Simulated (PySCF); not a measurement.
# The bond of SrTl−, level by level

What are the lowest state that PBE0 finds, the bond length, vibrational wavenumber and bond energy of SrTl−, and how much do these hang on the method?

Computed with PySCF 2.14.0. Level: Sr def2-SVPD with ECP28, Tl def2-SVPD with ECP60, scalar-relativistic core potentials.

4 further runs of the same task are left out: 4 set aside as unsound or not needed.

**1. Set-up**

A driver script around PySCF takes these settings:

```yaml
atoms: Sr, Tl
charge: -1
basis: Sr def2-SVPD with ECP28, Tl def2-SVPD with ECP60
Hamiltonian: scalar-relativistic core potentials
basis_functions: 58
electrons_treated: 32
masses_in_u: 87.9056, 204.9744
levels: PBE0, PBE, r²SCAN, BP86, PW91, r²SCANh, HSE06
grid: 80 radial by 434 angular points
occupations: held fixed by the projection of orbital angular momentum
dissociation_limit: Sr + Tl−, each in its ground configuration
starting_distance_in_angstrom: 3.240
values_of_2S_to_try: 0, 2
```

On the command line:

```bash
OMP_NUM_THREADS=1 python dia.py task.json out
```

After this run come: First curve: PBE0; PBE (GGA); r²SCAN (meta-GGA); BP86; PW91 (GGA); r²SCANh (hybrid meta-GGA); HSE06 (range-separated hybrid).

**Question.** What will these runs give? Wanted: for each run, Re; ωe; De; μ.

As calculated:

Lowest PBE0 solution found, without spin–orbit coupling: ³Σ⁻ (triplet), unpaired electrons π ↑↑.

```tsv
level	Re (Å)	ωe (cm⁻¹)	De (eV)	μ (D)
PBE	3.262	97.4	1.48	3.47
PW91	3.249	98.9	1.50	3.37
BP86	3.251	98.3	1.41	3.18
r²SCAN	3.214	106.0	1.56	3.42
r²SCANh	3.214	105.9	1.52	3.34
PBE0	3.252	98.5	1.37	3.56
HSE06	3.256	98.5	1.39	3.37
```

De is counted to Sr + Tl− in their ground configurations. A positive dipole points from Sr to Tl; in an ion it is taken about the centre of mass and does not tell which atom is negative. ⟨S²⟩ is off the pure value of 2.00 by over a tenth at r²SCAN 2.27, r²SCANh 2.28.

Bond lengths run from 3.214 Å (r²SCAN) to 3.262 Å (PBE). Of the levels with a De here, PBE0 gives the least (1.37 eV) and r²SCAN the most (1.56 eV).

These are scalar-relativistic numbers at best; spin–orbit coupling would shift them, the dissociation energy most. With some functionals the highest level of the anion is positive, from self-interaction error or because the anion is truly unbound there; the finite basis then holds the extra electron, and no neutral molecule was run to test the binding. With spin–orbit coupling the term label itself may not hold.
